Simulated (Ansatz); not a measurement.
**C₄H₁₂AlN: small, medium and large basis sets**

The task here is to estimate one member of a computed series from the others.

Program: Ansatz 0.2.0, Gaussian basis. Level of theory: one geometry, several basis sets. These are calculated values, not measurements.

The runs, in order: PBE0-D4/def2-SVP; ωB97M-V/def2-SVP; PBE0-D4/def2-QZVPP; ωB97M-V/def2-QZVPP; the functionals' def2-TZVPP values are taken from earlier runs.

1 further run of the same task is left out (it didn't finish). Runs told in other sessions of the task aren't counted.

### Structure used throughout

An earlier PBE0-D4 in a triple-zeta def2 set relaxation fixed the geometry.

SMILES `C[CH2][Al]([NH2])[CH2]C`, 18 atoms, charge 0, spin multiplicity 1.

Atoms are counted from 1 here; the program's logs count them from 0.

Bond lengths: C1–C2 1.532 Å, C1–H7 1.094 Å, C1–H8 1.095 Å, C1–H9 1.093 Å, C2–Al3 1.965 Å, C2–H10 1.098 Å, C2–H11 1.096 Å, Al3–N4 1.776 Å, Al3–C5 1.965 Å, N4–H12 1.007 Å, N4–H13 1.007 Å, C5–C6 1.529 Å, C5–H14 1.099 Å, C5–H15 1.097 Å, C6–H16 1.095 Å, C6–H17 1.094 Å, C6–H18 1.094 Å. Angles: C2–C1–H7 111.8°, C2–C1–H8 112.2°, C2–C1–H9 111.8°, H7–C1–H8 106.9°, H7–C1–H9 106.9°, H8–C1–H9 107.0°, C1–C2–Al3 114.9°, C1–C2–H10 109.1°, C1–C2–H11 109.8°, Al3–C2–H10 108.4°, Al3–C2–H11 108.9°, H10–C2–H11 105.2°, C2–Al3–N4 118.2°, C2–Al3–C5 124.2°, N4–Al3–C5 117.5°, Al3–N4–H12 125.3°, Al3–N4–H13 124.9°, H12–N4–H13 109.9° and more.

The first run:

in.yaml reads:

```yaml
crystal:
  periodic: [false, false, false]
  atoms:
    - {symbol: C, position_ang: [-2.023924, -1.006343, -0.404997]}
    - {symbol: C, position_ang: [-1.494781, -0.236704, 0.809887]}
    - {symbol: Al, position_ang: [0.070600, 0.897266, 0.455041]}
    - {symbol: N, position_ang: [-0.073829, 2.643183, 0.743883]}
    - {symbol: C, position_ang: [1.801367, 0.222743, -0.187169]}
    - {symbol: C, position_ang: [1.811539, -1.201813, -0.743004]}
    - {symbol: H, position_ang: [-2.345686, -0.331943, -1.204350]}
    - {symbol: H, position_ang: [-2.884433, -1.634655, -0.153892]}
    - {symbol: H, position_ang: [-1.261592, -1.664133, -0.831416]}
    - {symbol: H, position_ang: [-1.232322, -0.950796, 1.601779]}
    - {symbol: H, position_ang: [-2.293336, 0.383212, 1.234494]}
    - {symbol: H, position_ang: [0.656152, 3.320423, 0.592217]}
    - {symbol: H, position_ang: [-0.898548, 3.102145, 1.095544]}
    - {symbol: H, position_ang: [2.505328, 0.294094, 0.653668]}
    - {symbol: H, position_ang: [2.194828, 0.922253, -0.935279]}
    - {symbol: H, position_ang: [2.817723, -1.534120, -1.017562]}
    - {symbol: H, position_ang: [1.190504, -1.290412, -1.638863]}
    - {symbol: H, position_ang: [1.422611, -1.923103, -0.018181]}
basis:
  gaussian: {orbitals: def2-SVP}
hamiltonian: {xc: pbe0, dispersion: d4}
output: {orbitals: {seedname: orbitals}}
```

Started as:

```sh
> ansatz run in.yaml --threads 4 --pin off --events-out ev --progress --plain --max-ram 11315MiB
```

Among the steps run: PBE0-D4 in def2-SVP; ωB97M-V in def2-SVP; PBE0-D4 in def2-QZVPP; ωB97M-V in def2-QZVPP.

One table of the session follows, with a row left open; its other results are not shown here.

It belongs to the step «Density functionals: the series». 

| functional | basis | HOMO (eV) | LUMO (eV) |
| --- | --- | --- | --- |
| PBE0-D4 | def2-SVP | ? | ? |
| PBE0-D4 | def2-TZVPP | -6.90 | 0.17 |
| PBE0-D4 | def2-QZVPP | -6.92 | 0.02 |
| ωB97M-V | def2-SVP | -9.05 | 2.06 |
| ωB97M-V | def2-TZVPP | -9.12 | 1.67 |
| ωB97M-V | def2-QZVPP | -9.13 | 1.12 |

**Question.** Estimate the row for PBE0-D4, def2-SVP.

The run gave: HOMO (eV): -6.84; LUMO (eV): 0.39. In the column «HOMO (eV)» it is the highest.
